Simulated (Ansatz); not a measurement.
**C4H2Cl2Ti: small, medium and large basis sets**

The task here is to estimate one member of a computed series from the others.

Computed with Ansatz 0.2.0, Gaussian basis. Level: one geometry, several basis sets.

The runs, in order: PBE0-D4/def2-SVP; ωB97M-V/def2-SVP; PBE0-D4/def2-QZVPP; ωB97M-V/def2-QZVPP; the functionals' def2-TZVPP values are taken from earlier runs.

## The geometry

An earlier PBE0-D4 in a triple-zeta def2 set relaxation fixed the geometry.

SMILES `C#[C][Ti]([Cl])([Cl])[C]#C`, 9 atoms, charge 0, spin multiplicity 1.

Atoms are counted from 1 here; the program's logs count them from 0.

Bond lengths: C1–C2 1.216 Å, C1–H8 1.067 Å, C2–Ti3 1.997 Å, Ti3–Cl4 2.167 Å, Ti3–Cl5 2.167 Å, Ti3–C6 1.997 Å, C6–C7 1.216 Å, C7–H9 1.067 Å. Angles: C2–C1–H8 179.8°, C1–C2–Ti3 179.6°, C2–Ti3–Cl4 109.2°, C2–Ti3–Cl5 109.1°, C2–Ti3–C6 106.6°, Cl4–Ti3–Cl5 113.4°, Cl4–Ti3–C6 109.2°, Cl5–Ti3–C6 109.2°, Ti3–C6–C7 179.4°, C6–C7–H9 179.8°.

Set-up of the first run:

File in.yaml:

```yaml
crystal:
  periodic: [false, false, false]
  atoms:
    - {symbol: C, position_ang: [0.468434, -2.395744, 1.236529]}
    - {symbol: C, position_ang: [0.347624, -1.531062, 0.390525]}
    - {symbol: Ti, position_ang: [0.151832, -0.100806, -0.988744]}
    - {symbol: Cl, position_ang: [-1.419529, -0.657446, -2.372931]}
    - {symbol: Cl, position_ang: [2.066616, 0.227547, -1.948294]}
    - {symbol: C, position_ang: [-0.387288, 1.558124, -0.017317]}
    - {symbol: C, position_ang: [-0.713224, 2.562691, 0.584851]}
    - {symbol: H, position_ang: [0.573340, -3.152688, 1.981754]}
    - {symbol: H, position_ang: [-0.999304, 3.442986, 1.116424]}
basis:
  gaussian: {orbitals: def2-SVP}
hamiltonian: {xc: pbe0, dispersion: d4}
output: {orbitals: {seedname: orbitals}}
```

The run is started by

```sh
$ ansatz run in.yaml --threads 4 --pin off --events-out ev --progress --plain --max-ram 11315MiB
```

Among the steps run: PBE0-D4 in def2-SVP; ωB97M-V in def2-SVP; PBE0-D4 in def2-QZVPP; ωB97M-V in def2-QZVPP.

One of the session's tables, all rows but one given; the rest of the session is left out.

It belongs to the step «Density functionals: the series». 

| functional | basis | HOMO (eV) | LUMO (eV) |
| --- | --- | --- | --- |
| PBE0-D4 | def2-SVP | -8.44 | -3.61 |
| PBE0-D4 | def2-TZVPP | ? | ? |
| PBE0-D4 | def2-QZVPP | -8.50 | -3.62 |
| ωB97M-V | def2-SVP | -10.58 | -1.51 |
| ωB97M-V | def2-TZVPP | -10.65 | -1.56 |
| ωB97M-V | def2-QZVPP | -10.66 | -1.59 |

Q: Estimate the row for PBE0-D4, def2-TZVPP from the others.

As computed: HOMO (eV): -8.48; LUMO (eV): -3.60. In the column «HOMO (eV)» it lies between PBE0-D4, def2-QZVPP (-8.50) and PBE0-D4, def2-SVP (-8.44).
